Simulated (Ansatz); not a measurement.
# H9NOSi2: the cost of one run

All numbers below are computed with Ansatz 0.2.0 (RKS PBE-D4/def2-mTZVP).

## (1) The starting structure

Bond lengths: Si1–O2 2.072 Å, Si1–H3 1.499 Å, Si1–H4 1.467 Å, Si1–Si5 2.300 Å, Si1–N7 2.122 Å, O2–H8 0.957 Å, Si5–H9 1.471 Å, Si5–H10 1.467 Å, Si5–H11 1.467 Å, N7–H12 1.006 Å, N7–H13 1.006 Å. Angles (14 of 20 angles, heavy atoms first): O2–Si1–Si5 83.1°, O2–Si1–N7 70.2°, Si5–Si1–N7 114.3°, Si1–O2–H8 121.7°, O2–Si1–H3 160.6°, O2–Si1–H4 86.4°, H3–Si1–Si5 107.2°, H3–Si1–N7 90.5°, H4–Si1–Si5 128.8°, H4–Si1–N7 108.6°, Si1–Si5–H9 111.0°, Si1–Si5–H10 115.0°, Si1–Si5–H11 112.1°, Si1–N7–H12 115.4°.

Coordinates:

```xyz
13

Si   -0.5421    0.6611   -0.1404
O     1.0335    0.2650    1.1452
H    -1.2970    0.9921   -1.3930
H    -0.6430    1.9615    0.5319
Si   -1.2837   -1.3939    0.5779
H     1.6538    0.3701    0.0329
N     1.2771    0.6013   -1.2314
H     1.3551    0.9215    1.7623
H    -2.5135   -1.7870   -0.1265
H    -0.3356   -2.4969    0.3868
H    -1.6418   -1.3864    2.0009
H     1.3689   -0.1659   -1.8754
H     1.5684    1.4576   -1.6712
```

## (2) A restrained relaxation towards end A

Springs on the bonds that form and break draw the guess towards this end; the thresholds are loose.

Input file input.yaml:

```yaml
crystal:
  periodic: [false, false, false]
  atoms:
    - { symbol: Si, position_ang: [-0.5421, 0.6611, -0.1404] }
    - { symbol: O, position_ang: [1.0335, 0.265, 1.1452] }
    - { symbol: H, position_ang: [-1.297, 0.9921, -1.393] }
    - { symbol: H, position_ang: [-0.643, 1.9615, 0.5319] }
    - { symbol: Si, position_ang: [-1.2837, -1.3939, 0.5779] }
    - { symbol: H, position_ang: [1.6538, 0.3701, 0.0329] }
    - { symbol: "N", position_ang: [1.2771, 0.6013, -1.2314] }
    - { symbol: H, position_ang: [1.3551, 0.9215, 1.7623] }
    - { symbol: H, position_ang: [-2.5135, -1.787, -0.1265] }
    - { symbol: H, position_ang: [-0.3356, -2.4969, 0.3868] }
    - { symbol: H, position_ang: [-1.6418, -1.3864, 2.0009] }
    - { symbol: H, position_ang: [1.3689, -0.1659, -1.8754] }
    - { symbol: H, position_ang: [1.5684, 1.4576, -1.6712] }
basis:
  gaussian: { orbitals: def2-mTZVP }
hamiltonian:
  xc: pbe
  dispersion: d4
relax:
  f_tol: 0.15
  max_steps: 25
  restrain:
    - { distance: [0, 6], at: 3.12, k: 30.0 }
    - { distance: [5, 1], at: 2.27, k: 30.0 }
    - { distance: [0, 1], at: 1.77, k: 30.0 }
    - { distance: [5, 6], at: 1.02, k: 30.0 }
output:
  orbitals: {}
```

Launch:

```bash
$ ansatz run input.yaml --threads 4 --pin off --max-ram 5120MiB --backend cpu --events-out ev --progress --plain --runs-dir out
```

What time and memory should one allow on 4 threads of Arm Neoverse N1, shared host?

About 36 s, with a peak of 0.16 GiB.
